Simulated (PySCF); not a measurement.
OZnH2, in a box:

```
O Zn H
1.0
    10.00000    0.00000    0.00000
     0.00000   13.00000    0.00000
     0.00000    0.00000   11.00000
O Zn H
1 1 2
Direct
  0.53572 0.41410 0.56627
  0.50468 0.53484 0.49653
  0.46688 0.36302 0.56196
  0.48787 0.64022 0.43991
```

Program: PySCF 2.14.0. Alike in all runs: task atomic charges; potentials or basis pob-tzvp-rev2 (all-electron); no spin polarisation; cell as given; k mesh 1 × 1 × 1; smearing fixed.

Order these runs on this cell by their band gap on the k mesh, lowest first.
A. level TPSSh; exxdiv ewald
B. level SVWN5
C. level wB97X; exxdiv ewald

B (6.23 eV), A (7.66 eV), C (13.89 eV).

Caveats: this is a molecule in a periodic box at the Γ point, so its band gap is the HOMO-LUMO gap; the basis of atomic orbitals isn't converged, which shifts pressures, moduli and gaps.

